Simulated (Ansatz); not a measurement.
# GeH4OS (SMILES O[S][GeH3]): functionals against CCSD(T) at one geometry

One table from this session's results is given with a row withheld; the runs are named, their logs left out.

Method: single points in def2-TZVPP; program: Ansatz 0.2.0, Gaussian basis.

Correlated methods freeze the cores. Filled d shells of the heavier atoms are correlated.

### Starting geometry

SMILES `O[S][GeH3]`, 7 atoms, charge 0, spin multiplicity 1.

Atoms are counted from 1 here; the program's logs count them from 0.

Bond lengths: O1–S2 1.729 Å, O1–H4 1.087 Å, S2–Ge3 2.128 Å, Ge3–H5 1.492 Å, Ge3–H6 1.522 Å, Ge3–H7 1.585 Å. Angles: S2–O1–H4 112.9°, O1–S2–Ge3 94.4°, S2–Ge3–H5 113.6°, S2–Ge3–H6 104.6°, S2–Ge3–H7 111.4°, H5–Ge3–H6 115.4°, H5–Ge3–H7 107.5°, H6–Ge3–H7 104.0°.

Geometry (Å):

```
O    -0.4421   -1.8304    0.0440
S    -1.2189   -0.3755    0.5637
Ge    0.4087    0.8827    0.0183
H    -1.1105   -2.4988   -0.4923
H     0.7485    0.8254   -1.4329
H     0.0242    2.2577    0.5453
H     1.7199    0.5140    0.8288
```

Set-up of the first run:

Input file run/in.yaml:

```yaml
crystal:
  periodic: [false, false, false]
  atoms:
    - {symbol: O, position_ang: [-0.442100, -1.830400, 0.044000]}
    - {symbol: S, position_ang: [-1.218900, -0.375500, 0.563700]}
    - {symbol: Ge, position_ang: [0.408700, 0.882700, 0.018300]}
    - {symbol: H, position_ang: [-1.110500, -2.498800, -0.492300]}
    - {symbol: H, position_ang: [0.748500, 0.825400, -1.432900]}
    - {symbol: H, position_ang: [0.024200, 2.257700, 0.545300]}
    - {symbol: H, position_ang: [1.719900, 0.514000, 0.828800]}
basis:
  gaussian: {orbitals: def2-TZVPP}
correlation: {method: ccsd_t}
output: {forces: true}
```

The command line of these runs was not kept.

Among the steps run: CCSD(T)/def2-TZVPP; PBE0-D4/def2-TZVPP; wB97M-V/def2-TZVPP; r2SCAN-D4/def2-TZVPP; PBE-D4/def2-TZVPP; BHLYP-D4/def2-TZVPP; CAM-B3LYP-D4/def2-TZVPP.

One table of the session follows, with a row left open; its other results are not shown here.

```
      method  RMS force component (eV/Å)  angle to CCSD(T) forces (°)  dipole (D)
     CCSD(T)                       1.417                    reference        1.32
     PBE0-D4                       1.426                          6.5        1.33
     wB97M-V                       1.428                          4.7        1.35
   r2SCAN-D4                           ?                            ?           ?
      PBE-D4                       1.279                          5.9        1.30
    BHLYP-D4                       1.584                          8.8        1.38
CAM-B3LYP-D4                       1.436                          5.8        1.35
```

**Question.** Estimate the row for r2SCAN-D4.

As computed: RMS force component (eV/Å): 1.358; angle to CCSD(T) forces (°): 2.7; dipole (D): 1.33. In the column «RMS force component (eV/Å)» it lies between PBE-D4 (1.279) and CCSD(T) (1.417).
